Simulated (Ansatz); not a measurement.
# RuFI: the band gap up the ladder of functionals

An exercise on one series of results from a longer session: the logs are not shown, and one member is left open.

Code: Ansatz 0.2.0. PAW datasets, plane waves. Simulation only: spin-unpolarised, and no claim that this is the phase found in nature.

## The cell

The cell was relaxed beforehand with r2SCAN.

In-plane lattice: a = 3.720 Å, b = 3.720 Å, γ = 120.0°; thickness between the outer nuclei 2.29 Å. Ru has 3 F at 2.35 Å and 3 I at 2.52 Å; F has 3 Ru at 2.35 Å; I has 3 Ru at 2.52 Å.

The structure in full:

```
CELL_PARAMETERS angstrom
3.72039 0.00000 0.00000
-1.86019 3.22195 0.00000
0.00000 0.00000 29.57679
ATOMIC_POSITIONS crystal
Ru 0.00000 0.00000 0.30836
F 0.33333 0.66667 0.34089
I 0.66667 0.33333 0.26363
```
Periodic in the plane only; c spans the vacuum.

Set-up of the first run:

input.yaml

```yaml
crystal:
  lattice:
    - [3.7203875528, 0.0, 0.0]
    - [-1.8601937764, 3.2219501327, 0.0]
    - [0.0, 0.0, 29.5767947488]
  atoms:
    - { symbol: Ru, position: [0.0, 0.0, 0.3083604478] }
    - { symbol: F, position: [0.3333333333, 0.6666666667, 0.3408877009] }
    - { symbol: I, position: [0.6666666667, 0.3333333333, 0.2636296742] }
  periodic: [true, true, false]
kpoints:
  mp_grid: { grid: [12, 12, 1] }
  band_path:
    path:
      - [0, 0, 0]
      - [0.5, 0, 0]
      - [0.3333333333333, 0.3333333333333, 0]
      - [0, 0, 0]
    npoints: 10
hamiltonian:
  xc: pbe
scf:
  occupations: { method: fermi_dirac, width: 0.02 }
  n_extra_bands: 4
output:
  forces: true
  stress: true
  eigenvalues: true
```

The run is started by

```sh
ansatz run input.yaml --threads 4 --pin off --max-ram 5529MiB --backend cpu --events-out ev --progress --plain --runs-dir out
```

Steps of the session up to this table: Band structure with PBE; r2SCAN at the same geometry; HSE06 at the same geometry; Single point with PBE+SOC; Single point with PBE0; LDA; Single point with HSE06+SOC; r2SCANh at the same geometry; Hartree-Fock at the same geometry.

One of the session's tables, all rows but one given; the rest of the session is left out.

| level | gap (eV) |
| --- | --- |
| PBE | ? |
| r2SCAN | 1.34 |
| HSE06 | 2.47 |
| PBE+SOC | 1.01 |
| PBE0 | 3.24 |
| LDA | 0.96 |
| HSE06+SOC | 2.34 |
| r2SCANh | 2.18 |
| Hartree-Fock | 10.16 |

**Question.** Estimate the row for PBE.

**Answer.** gap (eV): 1.04. In the column «gap (eV)» it lies between PBE+SOC (1.01) and r2SCAN (1.34).

Meshes: PBE 12×12×1, r2SCAN 12×12×1, HSE06 6×6×1, PBE+SOC 12×12×1, PBE0 6×6×1, LDA 12×12×1, HSE06+SOC 6×6×1, r2SCANh 6×6×1, Hartree-Fock 6×6×1

PBE reaches 42 % of the HSE06 value, and r2SCAN 54 %. PBE0 lies 0.77 eV above HSE06, which differs from it by screening the long-range exchange. The levels disagree on whether the gap is direct.

Caveats from the session: Warnings in the runs' records: stress scf threshold loose, stress exchange threshold loose.
